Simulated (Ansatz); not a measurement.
**FGaH6Si (built from SMILES F.[SiH3][GaH2]): a reaction path by the nudged elastic band**

What path joins these two structures, and how high does it climb? Both ends were relaxed at PBE0-D4 in triple zeta.

Method: PBE0-D4/def2-SVP; program: Ansatz 0.2.0, Gaussian basis.

23 further runs of the same task are left out: 1 that didn't finish, 22 set aside as unsound or not needed. Runs told in other sessions of the task aren't counted.

## (1) Where the work starts

The first end: 9 atoms, charge 0, spin multiplicity 1.

Atoms are counted from 1 here; the program's logs count them from 0.

Bond lengths: Ga1–Si2 2.429 Å, Ga1–H3 1.567 Å, Ga1–H4 1.567 Å, Si2–H7 1.488 Å, Si2–H8 1.520 Å, Si2–H9 1.488 Å, H5–F6 0.940 Å. Angles: Si2–Ga1–H3 118.9°, Si2–Ga1–H4 118.9°, H3–Ga1–H4 121.6°, Ga1–Si2–H7 117.1°, Ga1–Si2–H8 103.9°, Ga1–Si2–H9 117.1°, H7–Si2–H8 104.2°, H7–Si2–H9 108.5°, H8–Si2–H9 104.2°.

As a file:

```
Ga   -1.3102    0.0510   -0.4431
Si    0.9364   -0.8349   -0.1827
H    -1.6324    0.9441   -1.6897
H    -2.4367   -0.4432    0.5274
H     0.4029    1.3667    1.0012
F    -0.4543    1.7448    0.9267
H     1.7870   -0.8950   -1.4019
H     1.6298    0.1851    0.7063
H     1.0775   -2.1189    0.5557
```

The second end:

```xyz
9

Ga   -1.6075    0.6891   -0.1209
Si    1.3416   -0.6774    0.0729
H    -1.5139    0.4560   -1.6594
H    -2.0223   -0.2805    1.0274
H     0.5159    0.5664    0.2481
F    -1.4759    2.3817    0.3682
H     2.3885   -0.3690   -0.9272
H     1.9237   -1.0060    1.3937
H     0.4497   -1.7605   -0.4030
```

## (2) The band at PBE0-D4/def2-SVP

neb/in.yaml

```yaml
crystal:
  periodic: [false, false, false]
  atoms:
    - {symbol: Ga, position_ang: [-1.310209, 0.051027, -0.443123]}
    - {symbol: Si, position_ang: [0.936367, -0.834891, -0.182684]}
    - {symbol: H, position_ang: [-1.632442, 0.944139, -1.689654]}
    - {symbol: H, position_ang: [-2.436731, -0.443238, 0.527406]}
    - {symbol: H, position_ang: [0.402869, 1.366744, 1.001164]}
    - {symbol: F, position_ang: [-0.454317, 1.744764, 0.926749]}
    - {symbol: H, position_ang: [1.787010, -0.894961, -1.401946]}
    - {symbol: H, position_ang: [1.629817, 0.185100, 0.706329]}
    - {symbol: H, position_ang: [1.077537, -2.118884, 0.555659]}
basis:
  gaussian: {orbitals: def2-SVP}
hamiltonian: {xc: pbe0, dispersion: d4}
neb:
  images: 5
  climbing: true
  max_iterations: 40
  initial_path: idpp
  final_atoms:
    - {symbol: Ga, position_ang: [-1.607465, 0.689141, -0.120854]}
    - {symbol: Si, position_ang: [1.341619, -0.677374, 0.072921]}
    - {symbol: H, position_ang: [-1.513857, 0.456042, -1.659415]}
    - {symbol: H, position_ang: [-2.022280, -0.280512, 1.027378]}
    - {symbol: H, position_ang: [0.515855, 0.566359, 0.248142]}
    - {symbol: F, position_ang: [-1.475874, 2.381656, 0.368229]}
    - {symbol: H, position_ang: [2.388497, -0.369010, -0.927186]}
    - {symbol: H, position_ang: [1.923704, -1.005963, 1.393671]}
    - {symbol: H, position_ang: [0.449700, -1.760538, -0.402988]}
```

The run is started by

```console
ansatz run in.yaml --threads 4 --pin off --events-out ev --progress --plain --max-ram 9574MiB
```

The program printed, cut to the lines that bear on the results:

```text
Functional definition: PBE0
  name "PBE0"
  cite "Adamo & Barone, J. Chem. Phys. 110, 6158 (1999) doi:10.1063/1.478522"
  cite "Perdew, Burke & Ernzerhof, Phys. Rev. Lett. 77, 3865 (1996) doi:10.1103/PhysRevLett.77.3865"
  parent pbe
[...]
980 factors; integrals over basis functions are off by at most 3.2e-4 eV
[...]
mean field -63045.45558745 eV, -2316.8777590940 hartree, gradient 4.5e-5 eV, S^2 0.000000; 0 other end points of the search recorded, 0 dependent functions left out
[...]
reference -63045.45561754 eV, -2316.8777602000 hartree; 30, 30 occupied and 64, 64 virtual orbitals, 980 factors
[... from here to the last solve, the lines of the solves are left out (127 solves) ...]
WARN: NEB end point (image 0): max|allowed force component| = 1.334e-1 eV/Å (the criterion of neb.relax_end_points is 1.000e-2). That is over neb.f_tol: it is no minimum, so the barrier can be far off. Relax it first
WARN: NEB end point (image 6): max|allowed force component| = 1.330e-1 eV/Å (the criterion of neb.relax_end_points is 1.000e-2). That is over neb.f_tol: it is no minimum, so the barrier can be far off. Relax it first
NEB iter   1: max|band force component| = 4.001e0 eV/Å  barrier→ = 2.2109 eV  barrier← = 2.7560 eV  Δτ_max = 0.2000 Å  (178 SCF iters)
[...]
NEB iter   5: max|band force component| = 1.722e0 eV/Å  barrier→ = 0.5688 eV  barrier← = 1.1139 eV  Δτ_max = 0.1983 Å  (134 SCF iters)
[...]
NEB iter   9: max|band force component| = 3.358e-1 eV/Å  barrier→ = 0.7209 eV  barrier← = 1.2660 eV  CI = image 2  Δτ_max = 0.1014 Å  (129 SCF iters)
[...]
NEB iter  13: max|band force component| = 1.147e-1 eV/Å  barrier→ = 0.6967 eV  barrier← = 1.2418 eV  CI = image 2  Δτ_max = 0.1001 Å  (130 SCF iters)
[...]
NEB iter  16: max|band force component| = 5.785e-2 eV/Å  barrier→ = 0.6801 eV  barrier← = 1.2252 eV  CI = image 2  Δτ_max = 0.0993 Å  (123 SCF iters)
[...]
NEB iter  17: max|band force component| = 3.704e-2 eV/Å  barrier→ = 0.6795 eV  barrier← = 1.2246 eV  CI = image 2  CI's point: of a kind that is not told: the force calls were inconclusive, a negative curvature could not be distinguished from the path's own, the only one lies far off the [...]
Total energy: -63044.91304596 eV, -2316.8578210623 hartree
Atom 0 at    -1.387537     0.136325    -0.102163 Å, force    -0.014363     0.000466    -0.008050 eV/Å
Atom 1 at     1.162018    -0.432827     0.033751 Å, force     0.001322     0.001405    -0.010395 eV/Å
Atom 2 at    -1.766479     0.060166    -1.609726 Å, force     0.000397     0.002743     0.006556 eV/Å
Atom 3 at    -2.052625    -0.411151     1.192896 Å, force     0.003105    -0.002532     0.003255 eV/Å
Atom 4 at     0.167208     1.138770     0.220053 Å, force     0.009346    -0.006445     0.003504 eV/Å
Atom 5 at    -0.698949     1.959063     0.277712 Å, force    -0.004628     0.005689    -0.001192 eV/Å
Atom 6 at     2.091644    -0.122708    -1.093079 Å, force     0.006056    -0.003071     0.001369 eV/Å
Atom 7 at     1.908514    -0.533262     1.323072 Å, force    -0.003034     0.003433     0.004740 eV/Å
Atom 8 at     0.576107    -1.794575    -0.242615 Å, force     0.001799    -0.001687     0.000213 eV/Å
Dipole moment:    -0.019687    -0.183406    -0.030554 e Å
```

It took 2.3 min on 4 threads of Arm Neoverse V1, shared host.

The last band:

| image | path (Å) | energy (eV) | Ga1–F6 (Å) | Si2–H5 (Å) | Ga1–Si2 (Å) | H5–F6 (Å) |
| --- | --- | --- | --- | --- | --- | --- |
| 0 | 0.00 | 0.000 | 2.34 | 2.56 | 2.43 | 0.94 |
| 1 | 1.45 | 0.049 | 2.29 | 2.78 | 2.42 | 0.93 |
| 2 | 2.90 | 0.680 | 1.99 | 1.87 | 2.62 | 1.19 |
| 3 | 3.56 | -0.298 | 1.79 | 1.53 | 2.93 | 1.92 |
| 4 | 4.21 | -0.543 | 1.77 | 1.51 | 3.21 | 2.56 |
| 5 | 4.87 | -0.534 | 1.76 | 1.51 | 3.42 | 2.98 |
| 6 | 5.52 | -0.545 | 1.77 | 1.50 | 3.26 | 2.70 |

The highest image, 2:

```
Ga   -1.3875    0.1363   -0.1022
Si    1.1620   -0.4328    0.0338
H    -1.7665    0.0602   -1.6097
H    -2.0526   -0.4112    1.1929
H     0.1672    1.1388    0.2201
F    -0.6989    1.9591    0.2777
H     2.0916   -0.1227   -1.0931
H     1.9085   -0.5333    1.3231
H     0.5761   -1.7946   -0.2426
```

## (3) What came out

| quantity | value |
| --- | --- |
| PBE0-D4/def2-SVP, 17 iterations | highest 0.680 eV (image 2), last end -0.545 eV |
| from earlier runs: barrier over the separately found saddle, CCSD(T)/def2-TZVPP | 0.808 eV |

What this shows: The highest image lies 0.680 eV above the first end, and it climbed, so it estimates the saddle. The ends are not quite minima at this level (largest force component 0.13 eV/Å), which shifts the heights a little. The highest image is 0.128 eV below the CCSD(T) barrier in triple zeta, which comes from separate runs on the saddle.
